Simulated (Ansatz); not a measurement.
# Sn14H20 off sphere (Sn7Ge7H20): the relaxed shape and its frontier levels

What does Sn14H20 off sphere (Sn7Ge7H20) look like as a singlet, and where do its frontier electrons sit?

Method: RKS PBE0-D4/def2-SVP; program: Ansatz 0.2.0, Gaussian basis.

The runs, in order: relaxation at r2SCAN-D4/def2-SVP; a single point at PBE0-D4/def2-SVP.

3 further runs of the same task are left out: 1 that didn't finish, 2 set aside as unsound or not needed.

## Step 1: The system as given

34 atoms, charge 0, spin multiplicity 1.

Atoms are counted from 1 here; the program's logs count them from 0.

Bond lengths: Sn1–Ge9 2.632 Å, Sn1–Ge10 2.542 Å, Sn1–H15 1.688 Å, Sn1–H16 1.693 Å, Sn2–Sn8 2.844 Å, Sn2–Sn11 2.759 Å, Sn2–Ge12 2.606 Å, Sn2–H17 1.722 Å, Sn3–Ge9 2.736 Å, Sn3–Sn11 2.777 Å, Sn3–Ge13 2.723 Å, Sn3–H18 1.721 Å, Sn4–Sn8 2.826 Å, Sn4–Ge9 2.687 Å, Sn4–Ge14 2.651 Å, Sn4–H19 1.720 Å, Ge5–Ge10 2.397 Å, Ge5–Ge14 2.426 Å and more. Angles: Ge9–Sn1–Ge10 110.7°, Ge9–Sn1–H15 111.4°, Ge9–Sn1–H16 115.4°, Ge10–Sn1–H15 109.3°, Ge10–Sn1–H16 107.8°, H15–Sn1–H16 101.8°, Sn8–Sn2–Sn11 104.6°, Sn8–Sn2–Ge12 95.6°, Sn8–Sn2–H17 88.0°, Sn11–Sn2–Ge12 116.2°, Sn11–Sn2–H17 139.3°, Ge12–Sn2–H17 100.5°, Ge9–Sn3–Sn11 103.5°, Ge9–Sn3–Ge13 146.8°, Ge9–Sn3–H18 102.1°, Sn11–Sn3–Ge13 100.9°, Sn11–Sn3–H18 81.5°, Ge13–Sn3–H18 103.4° and more.

Sn takes a core potential in the def2 sets. No spin-orbit coupling is included.

The start is a GFN2-xTB geometry.

## Step 2: Optimising with r2SCAN-D4/def2-SVP

Contents of in.yaml:

```yaml
crystal:
  periodic: [false, false, false]
  atoms:
    - {symbol: Sn, position_ang: [0.641330, -3.751790, 0.595080]}
    - {symbol: Sn, position_ang: [-1.748600, 2.229580, -2.717750]}
    - {symbol: Sn, position_ang: [0.570280, -0.689380, -0.943370]}
    - {symbol: Sn, position_ang: [-2.776000, -0.350420, 0.998170]}
    - {symbol: Ge, position_ang: [1.030960, -0.859110, 3.261080]}
    - {symbol: Ge, position_ang: [0.308700, 2.429160, 0.997170]}
    - {symbol: Sn, position_ang: [3.793260, -0.659680, 0.466370]}
    - {symbol: Sn, position_ang: [-3.849670, 1.039610, -1.215620]}
    - {symbol: Ge, position_ang: [-1.454900, -2.366670, -0.189460]}
    - {symbol: Ge, position_ang: [2.311500, -2.255660, 1.793210]}
    - {symbol: Sn, position_ang: [-0.165890, 0.109490, -3.498640]}
    - {symbol: Ge, position_ang: [-0.834700, 3.688010, -0.761600]}
    - {symbol: Ge, position_ang: [2.230340, 1.345500, -0.224250]}
    - {symbol: Ge, position_ang: [-0.681230, 0.583540, 2.328070]}
    - {symbol: H, position_ang: [1.404030, -4.504900, -0.709250]}
    - {symbol: H, position_ang: [0.305570, -5.067670, 1.606140]}
    - {symbol: H, position_ang: [-2.916550, 3.302660, -3.388540]}
    - {symbol: H, position_ang: [1.594320, -1.739720, -1.842830]}
    - {symbol: H, position_ang: [-3.627780, -1.322390, 2.132390]}
    - {symbol: H, position_ang: [0.357130, -1.674990, 4.342340]}
    - {symbol: H, position_ang: [1.940990, 0.096040, 4.018380]}
    - {symbol: H, position_ang: [1.095420, 3.394720, 1.918950]}
    - {symbol: H, position_ang: [4.518830, -1.385690, -0.883830]}
    - {symbol: H, position_ang: [5.134410, -0.168980, 1.388920]}
    - {symbol: H, position_ang: [-4.811060, -0.261070, -1.737860]}
    - {symbol: H, position_ang: [-5.044780, 1.787630, -0.265890]}
    - {symbol: H, position_ang: [-1.762460, -2.940340, -1.601480]}
    - {symbol: H, position_ang: [3.195280, -3.104360, 2.692750]}
    - {symbol: H, position_ang: [-1.265430, -0.487510, -4.642070]}
    - {symbol: H, position_ang: [0.687940, 1.159330, -4.514940]}
    - {symbol: H, position_ang: [0.248860, 4.647420, -1.222790]}
    - {symbol: H, position_ang: [-1.767990, 4.606890, 0.007990]}
    - {symbol: H, position_ang: [2.587920, 1.781720, -1.687640]}
    - {symbol: H, position_ang: [-1.250030, 1.389010, 3.500800]}
basis:
  gaussian: {orbitals: def2-SVP, fitting: {mean_field: def2-universal-jkfit}}
hamiltonian: {xc: r2scan, dispersion: d4}
scf: {lower_state_search: "off"}
output: {orbitals: {seedname: orbitals}}
relax: {f_tol: 0.03, max_steps: 70}
```

The run is started by

```console
> ansatz run in.yaml --threads 2 --pin off --events-out ev --progress --plain --max-ram 22528MiB --backend cuda --devices 0, --max-vram 18GiB
```

The runs that follow: Single point, PBE0-D4/def2-SVP.

Before running them: what should the planned runs give, taken together? Wanted: point group; commonest bond, hydrogen aside; HOMO, LUMO at PBE0-D4/def2-SVP; dipole at r2SCAN-D4/def2-SVP.

As calculated:

```
                      quantity                            value
                   point group                               C1
commonest bond, hydrogen aside  Ge–Sn, 9 of mean length 2.621 Å
HOMO, LUMO at PBE0-D4/def2-SVP                  -6.79, -1.40 eV
  dipole at r2SCAN-D4/def2-SVP                           0.24 D
```

What this shows: The molecule keeps its bonding pattern by the stored test; the atoms moved 0.67 Å (rms), and the angle Ge9–Sn3–Ge13 went from 147° to 107°. No usable vibrations, so a minimum isn't proven. The HOMO lies nearest to Sn3, Sn11 about 11 % each; Ge9, Ge13 about 8 % each and the LUMO to Ge9 11 %; Sn3, Sn11 about 10 % each. Whether this spin is the lowest isn't tested here. The point group is read from a loosely relaxed geometry; soft torsions can leave it below the true symmetry.
